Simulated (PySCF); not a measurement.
# CH7B2N: the cost of one run

Programs: PySCF 2.14.0, with density-fitted response routines of our own. Each step states its level of theory. These are calculated values for one molecule in the gas phase, unless marked as measured. Atoms are numbered from 0 throughout.

**1. The molecule as given**

11 atoms, charge 0, multiplicity 1; geometry from: GFN2-xTB. The atoms were then displaced at random by about 0.01 Å, so the start is not that level's minimum.

Bonds of the start (Å): B0–N1 1.44, N1–B2 1.43, B2–C3 1.54, B0–H4 1.16, B0–H5 1.14, N1–H6 1.01, B2–H7 1.16, C3–H8 1.09, C3–H9 1.12, C3–H10 1.08.

**2. Relaxing the molecule at PBE0-D3(BJ)/def2-SVP**

What the job is given:

```
{"job": {"xc": "PBE0", "basis": "def2-SVP", "d3": "d3bj", "grid": 1, "shake": 0.01, "kind": "geom"}, "charge": 0, "multiplicity": 1}
B      2.146690    -0.305070    -0.109370
N      0.814430     0.228600    -0.027410
B     -0.429320    -0.448990    -0.199270
C     -1.745670     0.329230    -0.053950
H      3.035800     0.431450     0.042870
H      2.272640    -1.409190    -0.353890
H      0.753800     1.219360     0.183550
H     -0.370550    -1.586620    -0.438110
H     -2.361790     0.254710    -0.948890
H     -2.398590    -0.121280     0.738420
H     -1.679330     1.381970     0.190300
```

Launch:

```console
$ OMP_NUM_THREADS=1 python probes_run.py task.json out
```

The driver reads the jobs from task.json and runs them one after another.

**Question.** How long does this first job take on 1 thread of Arm Neoverse N1, shared host, and how much memory does it need?

About 32 s, with a peak of 0.37 GiB.
